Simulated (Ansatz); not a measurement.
# ZrB2: the cost of one run

Program: Ansatz 0.2.0. Level of theory: DFT PBE, scalar-relativistic, plane waves, PAW. These are calculated values, not measurements.

### 1 The system as given

Symmetry: P6/mmm, No. 191, hexagonal system. The conventional cell has a = 3.170 Å, b = 3.170 Å, c = 3.533 Å, α = 90.00°, β = 90.00°, γ = 120.00°. Around Zr (site symmetry 6/mmm) lie 12 B at 2.54 Å. B (site symmetry -6m2) is surrounded by 3 B at 1.83 Å and 6 Zr at 2.54 Å.

As a file:

```
Zr B
1.0
     3.17000    0.00000    0.00000
    -1.58500    2.74530    0.00000
     0.00000    0.00000    3.53300
Zr B
1 2
Direct
  0.00000 0.00000 0.00000
  0.33333 0.66667 0.50000
  0.66667 0.33333 0.50000
```

### 2 First run, at the start cell

input.yaml

```yaml
crystal:
  lattice:
    - [3.17, 0.0, 0.0]
    - [-1.585, 2.74530053, 0.0]
    - [0.0, 0.0, 3.533]
  atoms:
    - { symbol: Zr, position: [0.0, 0.0, 0.0] }
    - { symbol: B, position: [0.3333333333, 0.6666666667, 0.5] }
    - { symbol: B, position: [0.6666666667, 0.3333333333, 0.5] }
basis:
  ecutwfc: 420
  ecutrho_ratio: 4
kpoints:
  mp_grid: { grid: [14, 14, 12] }
hamiltonian:
  xc: pbe
scf:
  occupations: { method: gaussian, width: 0.05 }
output:
  forces: true
  stress: true
  eigenvalues: true
relax:
  f_tol: 0.01
  max_steps: 60
  cell: { stress_tol: 0.04 }
```

Launch:

```sh
$ ansatz run input.yaml --threads 1 --pin off --max-ram 2560MiB --backend cpu --events-out ev --progress --plain --runs-dir out
```

What time and memory should one allow on 1 thread of Arm Neoverse V2, shared host?

About 18 s, with a peak of 0.36 GiB.
